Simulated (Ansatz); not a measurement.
**Ir (hcp type): a single-point run**

The task is a single-point run on Ir (hcp type). The structure is shown as the input types it.

Method: DFT, PBEsol, norm-conserving pseudopotentials, Ansatz's default files, scalar-relativistic, in Ansatz 0.2.0.

2 further runs of the same task are left out: 2 that didn't finish. Runs told in other sessions of the task aren't counted.

## (1) Starting point

It takes space group P6_3/mmc (No. 194, hexagonal). The conventional cell has a = 5.187 Å, b = 5.187 Å, c = 8.403 Å, α = 90.00°, β = 90.00°, γ = 120.00°.

As a file:

```cif
data_structure
_symmetry_space_group_name_H-M 'P6_3/mmc'
_symmetry_Int_Tables_number 194
_cell_length_a 5.1870
_cell_length_b 5.1870
_cell_length_c 8.4030
_cell_angle_alpha 90.000
_cell_angle_beta 90.000
_cell_angle_gamma 120.000
_cell_volume 195.80
loop_
_atom_site_label
_atom_site_type_symbol
_atom_site_symmetry_multiplicity
_atom_site_Wyckoff_symbol
_atom_site_fract_x
_atom_site_fract_y
_atom_site_fract_z
_atom_site_occupancy
Ir1 Ir 2 c 0.33333 0.66667 0.25000 1
```

## (2) The run

input.yaml reads:

```yaml
crystal:
  lattice:
    - [5.18703902, 0.0, 0.0]
    - [-2.59351951, 4.49210756, 0.0]
    - [0.0, 0.0, 8.40300321]
  atoms:
    - { symbol: Ir, position: [0.3333333333, 0.6666666667, 0.25] }
    - { symbol: Ir, position: [0.6666666667, 0.3333333333, 0.75] }
kpoints:
  mp_grid: { grid: [13, 13, 7] }
scf:
  occupations: { method: fermi_dirac, width: 0.05 }
  max_iter: 80
hamiltonian:
  xc: pbesol
  pseudopotentials: { kind: nc }
output:
  forces: true
  stress: true
  eigenvalues: true
  populations: true
```

Launch:

```console
ansatz run input.yaml --threads 1 --pin off --max-ram 2048MiB --backend cpu --events-out ev --progress --plain --runs-dir out
```

Q: Will this input give a usable result? If not, why, and what should change?

The program finished normally. Convergence says nothing about whether the input makes sense.

A unit slip: numbers in bohr are taken as ångström. The shortest distance in the input is 5.16 Å, between atoms 1 (Ir) and 2 (Ir).

Remedy: divide the lengths by 1.8897.
